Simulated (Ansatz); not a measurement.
# YCl: the cost of one run

Computed with Ansatz 0.2.0 (DFT PBEsol, scalar-relativistic, unless a step's input says otherwise).

## 1. The structure to begin with

It takes space group R-3m (No. 166, trigonal). Conventional cell: a = 3.752 Å, b = 3.752 Å, c = 27.525 Å, α = 90.00°, β = 90.00°, γ = 120.00°. Y (site symmetry 3m) is surrounded by 3 Cl at 2.75 Å. Cl (site symmetry 3m) is surrounded by 3 Y at 2.75 Å.

Structure file:

```cif
data_structure
_symmetry_space_group_name_H-M 'R-3m:H'
_symmetry_Int_Tables_number 166
_cell_length_a 3.7523
_cell_length_b 3.7523
_cell_length_c 27.5250
_cell_angle_alpha 90.000
_cell_angle_beta 90.000
_cell_angle_gamma 120.000
_cell_volume 335.62
loop_
_atom_site_label
_atom_site_type_symbol
_atom_site_symmetry_multiplicity
_atom_site_Wyckoff_symbol
_atom_site_fract_x
_atom_site_fract_y
_atom_site_fract_z
_atom_site_occupancy
Y1 Y 6 c 0.00000 0.00000 0.21683 1
Cl1 Cl 6 c 0.33333 0.66667 0.05497 1
```

The file gives the conventional cell by its symmetry; the runs use the cell typed in the input.

Atoms are numbered in the order of the input: Y1, Y2, Cl3, Cl4.

## 2. The deformed structure

Space group R-3m before, R-3m after.

## 3. Full-potential LAPW

input.yaml

```yaml
crystal:
  lattice:
    - [1.8573891168, 1.0723641065, 9.175]
    - [-1.8573891168, 1.0723641065, 9.175]
    - [0.0, -2.1447282131, 9.175]
  atoms:
    - { symbol: "Y", position: [0.21683, 0.21683, 0.21683] }
    - { symbol: "Y", position: [0.78317, 0.78317, 0.78317] }
    - { symbol: Cl, position: [0.3883, 0.3883, 0.3883] }
    - { symbol: Cl, position: [0.6117, 0.6117, 0.6117] }
kpoints:
  mp_grid: { grid: [8, 8, 8] }
  band_path:
    path:
      - [0.0, 0.0, 0.0]
      - [0.5, 0.5, 0.5]
      - [0.8242262118, 0.1757737882, 0.5]
      - [0.5, -0.1757737882, 0.1757737882]
      - [0.5, 0.0, 0.0]
      - [0.0, 0.0, 0.0]
      - [0.3378868941, -0.3378868941, 0.0]
      - [0.6621131059, 0.0, 0.3378868941]
      - [0.5, 0.0, 0.5]
    npoints: 5
scf:
  occupations: { method: fermi_dirac, width: 0.02 }
hamiltonian:
  xc: pbesol
  pseudopotentials: { kind: all_electron, lapw: { basis_error: 0.001 } }
output:
  forces: true
  stress: true
  eigenvalues: true
```

On the command line:

```bash
ansatz run input.yaml --threads 1 --pin off --max-ram 4096MiB --backend cpu --events-out ev --progress --plain --runs-dir out
```

**Question.** How long does this run take on 1 thread of Arm Neoverse V2, shared host, and how much memory does it need?

About 77 s, with a peak of 0.6 GiB.
